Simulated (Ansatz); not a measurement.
# UCCSD(T)/def2-SVPD run of C2H3Ge (SMILES [C]#[C][GeH3])

Aim: the electronic atomisation energy of C2H3Ge at UCCSD(T)/def2-SVPD, from 4 runs. 

The calculation is run with Ansatz 0.2.0.

55 further runs of the same task are left out: 6 that didn't finish, 49 set aside as unsound or not needed. Runs told in other sessions of the task aren't counted.

## Step 1: The molecule

C2H3Ge has 6 atoms, charge 0, and is taken as a doublet. SMILES: `[C]#[C][GeH3]`. The shape is that of a PBE0-D4/def2-TZVP optimisation.

Bond lengths: C1–C2 1.211 Å, C2–Ge3 1.905 Å, Ge3–H4 1.532 Å, Ge3–H5 1.532 Å, Ge3–H6 1.532 Å. Angles: C1–C2–Ge3 180.0°, C2–Ge3–H4 108.1°, C2–Ge3–H5 108.1°, C2–Ge3–H6 108.1°, H4–Ge3–H5 110.8°, H4–Ge3–H6 110.8°, H5–Ge3–H6 110.8°.

## Step 2: The energy at UCCSD(T)/def2-SVPD

run.yaml

```yaml
crystal:
  periodic: [false, false, false]
  atoms:
    - {symbol: C, position_ang: [1.063000, -1.993700, 1.127200]}
    - {symbol: C, position_ang: [0.554800, -1.039400, 0.581600]}
    - {symbol: Ge, position_ang: [-0.244200, 0.461100, -0.277700]}
    - {symbol: H, position_ang: [-1.482100, -0.028100, -1.035900]}
    - {symbol: H, position_ang: [0.783700, 1.059700, -1.242900]}
    - {symbol: H, position_ang: [-0.633000, 1.476400, 0.801400]}
basis:
  gaussian:
    orbitals: def2-SVPD
magnetization:
  spin_polarized: true
  initial_magnetization: 1
correlation:
  method: ccsd_t
  frozen_orbitals: {C: 1, Ge: 9, H: 0}
accuracy: high
scf:
  omitted_lower_state_checks: [cluster_reference, increment]
```

The run is started by

```sh
$ ansatz run run.yaml --threads 1 --pin off --max-ram 3480MiB --events-out events.jsonl --progress --plain --runs-dir runs
```

Log:

```text
Warning: RAYON_NUM_THREADS=1 ignored (pool sized by the plan → 1); use --threads N
Functional definition: HF
  name "HF"
  exchange = exact_x
  correlation = 0
these checks for a lower state are left out or cut short: cluster_reference, increment
2013 factors; integrals over basis functions are off by at most 4.5e-9 eV
mean field evaluation 1: about -58566.2021 eV, gradient 1.5e1 eV
mean field evaluation 2: about -58566.2880 eV, gradient 1.5e1 eV
mean field evaluation 4: about -58568.5228 eV, gradient 3.5e0 eV
mean field evaluation 8: about -58568.8889 eV, gradient 1.1e0 eV
mean field evaluation 16: about -58569.0519 eV, gradient 1.4e-8 eV
mean field evaluation 32: about -58568.4759 eV, gradient 6.8e-2 eV
mean field evaluation 64: about -58568.4783 eV, gradient 2.8e-2 eV
mean field evaluation 96: about -58568.4786 eV, gradient 1.1e-3 eV
mean field -58569.05193411 eV, -2152.3729590492 hartree, gradient 1.3e-8 eV, S^2 1.148077; 4 other end points of the search recorded, 0 dependent functions left out
11 core orbitals not correlated: weight in the atoms' cores, before any rotation towards them, 1.000 or more for the frozen orbitals, at most 0.000 for the correlated occupied ones
reference -58569.05193411 eV, -2152.3729590492 hartree; 13, 12 occupied and 78, 79 virtual orbitals, 2013 factors
second order -11.93073342 eV of doubles, -0.00000000 eV of singles
cycle   1  -12.14512090 eV  change   -2.1e-1 eV  update   1.2e-1
cycle   2  -12.76593486 eV  change   -6.2e-1 eV  update   5.6e-2
cycle   3  -13.00076605 eV  change   -2.3e-1 eV  update   4.1e-2
cycle   4  -13.08428426 eV  change   -8.4e-2 eV  update   2.0e-2
cycle   5  -13.09005764 eV  change   -5.8e-3 eV  update   6.6e-3
cycle   6  -13.09394022 eV  change   -3.9e-3 eV  update   3.2e-3
cycle   7  -13.09770108 eV  change   -3.8e-3 eV  update   1.6e-3
cycle   8  -13.09781318 eV  change   -1.1e-4 eV  update   7.8e-4
cycle   9  -13.09821518 eV  change   -4.0e-4 eV  update   3.1e-4
cycle  10  -13.09844489 eV  change   -2.3e-4 eV  update   1.1e-4
cycle  11  -13.09850109 eV  change   -5.6e-5 eV  update   4.7e-5
cycle  12  -13.09854484 eV  change   -4.4e-5 eV  update   2.7e-5
cycle  13  -13.09853959 eV  change    5.2e-6 eV  update   1.4e-5
cycle  14  -13.09852611 eV  change    1.3e-5 eV  update   5.9e-6
cycle  15  -13.09851923 eV  change    6.9e-6 eV  update   2.9e-6
cycle  16  -13.09851708 eV  change    2.1e-6 eV  update   1.7e-6
cycle  17  -13.09851570 eV  change    1.4e-6 eV  update   1.4e-6
cycle  18  -13.09851499 eV  change    7.1e-7 eV  update   1.2e-6
cycle  19  -13.09851480 eV  change    1.9e-7 eV  update   8.5e-7
cycle  20  -13.09851536 eV  change   -5.6e-7 eV  update   4.2e-7
cycle  21  -13.09851566 eV  change   -2.9e-7 eV  update   1.8e-7
cycle  22  -13.09851592 eV  change   -2.7e-7 eV  update   7.8e-8
cycle  23  -13.09851597 eV  change   -4.9e-8 eV  update   4.1e-8
cycle  24  -13.09851631 eV  change   -3.4e-7 eV  update   9.5e-8
cycle  25  -13.09851634 eV  change   -2.4e-8 eV  update   2.6e-8
cycle  26  -13.09851637 eV  change   -2.7e-8 eV  update   8.7e-9
cycle  27  -13.09851637 eV  change  -5.9e-10 eV  update   3.5e-9
cycle  28  -13.09851637 eV  change   -2.1e-9 eV  update   1.4e-9
perturbative correction -0.52144633 eV, -0.0191627992 hartree
Total energy: -58582.67189681 eV, -2152.8734834464 hartree
Checks for a lower state left out: cluster_reference, increment
```

Run time: 2.8 min. Hardware: 1 thread of Arm Neoverse V1, shared host; peak memory 1.4 GiB.

## Step 3: The C atom

job.yaml

```yaml
crystal:
  periodic: [false, false, false]
  atoms:
    - {symbol: C, position_ang: [0.000000, 0.000000, 0.000000]}
basis:
  gaussian:
    orbitals: def2-SVPD
magnetization:
  spin_polarized: true
  initial_magnetization: 2
correlation:
  method: ccsd_t
  frozen_orbitals: {C: 1}
accuracy: high
scf:
  omitted_lower_state_checks: [cluster_reference, increment]
```

Run the same way, it converges to -37.72198 Eh (log not shown).

## Step 4: The Ge atom at the same level

molecule.yaml

```yaml
crystal:
  periodic: [false, false, false]
  atoms:
    - symbol: Ge
      position_ang: [0.000000, 0.000000, 0.000000]
basis:
  gaussian:
    orbitals: def2-SVPD
correlation:
  method: ccsd_t
  frozen_orbitals: {Ge: 9}
accuracy: high
magnetization:
  spin_polarized: true
  initial_magnetization: 2
scf:
  omitted_lower_state_checks: [cluster_reference, increment]
```

Run the same way, it converges to -2075.24223 Eh (log not shown).

## Step 5: The H atom: a single-point energy at UHF/def2-SVPD

in.yaml

```yaml
crystal:
  periodic: [false, false, false]
  atoms:
    - {symbol: H, position_ang: [0.000000, 0.000000, 0.000000]}
basis:
  gaussian: {orbitals: def2-SVPD}
magnetization: {spin_polarized: true, initial_magnetization: 1}
hamiltonian: {xc: hf}
accuracy: high
```

Run the same way, it converges to -0.49928 Eh (log not shown).

## Step 6: Summary of results

At UCCSD(T)/def2-SVPD, 11 core orbitals frozen:

| quantity | value |
| --- | --- |
| molecule: total energy | -2152.87348 Eh |
| molecule: correlation energy (11 core orbitals frozen) | -500.5 mEh |
| molecule: (T) correction | -19.16 mEh |
| molecule: ⟨S²⟩ of the reference determinant | 1.148 |
| molecule: T1 diagnostic | 0.040 |
| C atom: total energy | -37.72198 Eh |
| C atom: correlation energy (1 core orbital frozen) | -75.7 mEh |
| C atom: (T) correction | -1.31 mEh |
| C atom: ⟨S²⟩ of the reference determinant | 2.010 |
| C atom: T1 diagnostic | 0.008 |
| Ge atom: total energy | -2075.24223 Eh |
| Ge atom: correlation energy (9 core orbitals frozen) | -183.7 mEh |
| Ge atom: (T) correction | -4.65 mEh |
| Ge atom: ⟨S²⟩ of the reference determinant | 2.011 |
| Ge atom: T1 diagnostic | 0.008 |
| H atom: total energy | -0.49928 Eh |
| H atom: ⟨S²⟩ | 0.750 |
| electronic atomisation energy | 18.761 eV |

Taking the molecule apart into free atoms costs 18.76 eV (1810 kJ/mol), before zero-point energy and without spin-orbit coupling. ⟨S²⟩ (molecule) is 1.15 where a pure doublet has 0.75: the reference is spin-contaminated. The triples (molecule) make up 3.8 % of the correlation energy. The triples (C atom) make up 1.7 % of the correlation energy. The triples (Ge atom) make up 2.5 % of the correlation energy.
